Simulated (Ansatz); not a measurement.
# SnH6O (built from SMILES O.[SnH4]): a barrier at many levels of theory

Aim: the barrier and energy of one elementary step (Sn1–O7 formed, H2–H6 formed, Sn1–H2 broken, H6–O7 broken) from LDA up to coupled cluster, on fixed structures, to see where each rung fails.

Program: Ansatz 0.2.0, Gaussian basis. Level of theory: single points in def2-TZVPP on PBE0-D4/def2-TZVP structures. These are calculated values, not measurements.

Levels: SPW92, PBE-D4, BLYP-D4, r2SCAN-D4, B97M-V, PBE0-D4, B3LYP-D4, r2SCAN0-D4, BHLYP-D4, CAM-B3LYP-D4, wB97X-V, wB97M-V, B2PLYP, PBE-QIDH, RPA on PBE, Hartree-Fock, MP2, CCSD, CCSD(T). The reference is CCSD(T) at the basis limit, from triple and quadruple zeta. Zero-point energies come from PBE0-D4 vibrations.

Cores are frozen in the correlated methods. Filled d shells of the heavier atoms are correlated. Core potentials replace the inner electrons past krypton, and spin-orbit coupling is left out. B3LYP uses VWN-RPA correlation. B2PLYP carries no dispersion term here.

81 further runs of the same task are left out: 1 that didn't finish, 80 set aside as unsound or not needed.

**1. Start, saddle and end, as given**

Charge 0, multiplicity 1. The folders r, ts and p hold the start, the saddle and the end; their coordinates stand in the first inputs.

```tsv
pair	r (Å)	ts (Å)	p (Å)
Sn1–O7	3.154	2.176	1.972
H2–H6	3.022	1.056	0.749
Sn1–H2	1.704	2.102	4.550
H6–O7	0.960	1.189	2.480
```

**2. SPW92/def2-TZVPP**

r/in.yaml

```yaml
crystal:
  periodic: [false, false, false]
  atoms:
    - {symbol: Sn, position_ang: [-1.152069, 0.281610, -0.403621]}
    - {symbol: H, position_ang: [-1.148080, -0.042463, 1.269525]}
    - {symbol: H, position_ang: [-0.837358, -1.121723, -1.308236]}
    - {symbol: H, position_ang: [-2.718101, 0.847537, -0.814386]}
    - {symbol: H, position_ang: [-0.045469, 1.522522, -0.778327]}
    - {symbol: H, position_ang: [1.777788, -0.789933, 1.384380]}
    - {symbol: O, position_ang: [1.732687, -0.681937, 0.431369]}
    - {symbol: H, position_ang: [2.390602, -0.015513, 0.219394]}
basis:
  gaussian: {orbitals: def2-TZVPP}
hamiltonian: {xc: lda}
```

ts/in.yaml

```yaml
crystal:
  periodic: [false, false, false]
  atoms:
    - {symbol: Sn, position_ang: [-0.633007, 0.134886, -0.518292]}
    - {symbol: H, position_ang: [-0.098763, 0.791885, 1.406048]}
    - {symbol: H, position_ang: [-0.221543, -0.818651, -1.890787]}
    - {symbol: H, position_ang: [-2.140538, -0.376244, 0.078063]}
    - {symbol: H, position_ang: [-0.512260, 1.770006, -0.989852]}
    - {symbol: H, position_ang: [0.655413, 0.075091, 1.227660]}
    - {symbol: O, position_ang: [1.028353, -0.807639, 0.523954]}
    - {symbol: H, position_ang: [1.922345, -0.769235, 0.163306]}
basis:
  gaussian: {orbitals: def2-TZVPP}
hamiltonian: {xc: lda}
```

p/in.yaml

```yaml
crystal:
  periodic: [false, false, false]
  atoms:
    - {symbol: Sn, position_ang: [-0.578108, -0.175767, -1.179550]}
    - {symbol: H, position_ang: [0.340500, 0.761656, 3.177069]}
    - {symbol: H, position_ang: [-0.440220, -1.487938, -2.265407]}
    - {symbol: H, position_ang: [-2.008459, -0.224289, -0.266179]}
    - {symbol: H, position_ang: [-0.355053, 1.313062, -1.987894]}
    - {symbol: H, position_ang: [0.493306, 0.478893, 2.500484]}
    - {symbol: O, position_ang: [0.829414, -0.355789, 0.189360]}
    - {symbol: H, position_ang: [1.718621, -0.309727, -0.167786]}
basis:
  gaussian: {orbitals: def2-TZVPP}
hamiltonian: {xc: lda}
```

The same command starts each run, in its folder.

On the command line:

```sh
$ ansatz run in.yaml --threads 2 --pin off --events-out ev --progress --plain --max-ram 4352MiB
```

After this run come: PBE-D4/def2-TZVPP; BLYP-D4/def2-TZVPP; r2SCAN-D4/def2-TZVPP; B97M-V/def2-TZVPP; PBE0-D4/def2-TZVPP; B3LYP-D4/def2-TZVPP; r2SCAN0-D4/def2-TZVPP; BHLYP-D4/def2-TZVPP; CAM-B3LYP-D4/def2-TZVPP; wB97X-V/def2-TZVPP; wB97M-V/def2-TZVPP; B2PLYP/def2-TZVPP; PBE-QIDH/def2-TZVPP; RPA on PBE/def2-TZVPP; CCSD(T)/def2-TZVPP; MP2/def2-QZVPP; SPW92/def2-SVP; PBE-D4/def2-SVP; PBE0-D4/def2-SVP; wB97M-V/def2-SVP; CCSD(T)/def2-SVP; Vibrations of the start structure; Vibrations of the end structure.

What does the calculation give? Wanted: barrier, CCSD(T)/CBS; reverse barrier, CCSD(T)/CBS; step energy, CCSD(T)/CBS; barrier with zero-point energy; step energy with zero-point energy; imaginary mode at the saddle; largest T1 diagnostic.

**Answer**, as computed:

| quantity | value |
| --- | --- |
| barrier, CCSD(T)/CBS | 1.700 eV |
| reverse barrier, CCSD(T)/CBS | 1.599 eV |
| step energy, CCSD(T)/CBS | +0.101 eV |
| barrier with zero-point energy | 1.614 eV |
| step energy with zero-point energy | -0.015 eV |
| imaginary mode at the saddle | 1342i cm⁻¹ |
| largest T1 diagnostic | 0.015 |

**Reading.** The functionals run from B2PLYP, off by +0.006 eV, to SPW92, off by -0.523 eV, against CCSD(T)/CBS. wB97M-V is as near within the digits shown. Mean unsigned error by rung: LDA 0.523, GGA 0.261, meta-GGA 0.154, hybrid 0.088, range-separated hybrid 0.012, double hybrid 0.020 eV. PBE-D4 gives a barrier 0.302 eV too low, outside chemical accuracy (1 kcal/mol, 0.043 eV). Every functional without exact exchange puts the barrier too low, the usual mark of self-interaction error, which favours the spread-out density of a saddle. The barrier rises with the share of exact exchange, from BLYP-D4 through B3LYP-D4 to BHLYP-D4 (-0.220, -0.066, +0.142 eV). Hartree-Fock, with no correlation, is off by +0.588 eV. Zero-point motion lowers the barrier by 0.086 eV.
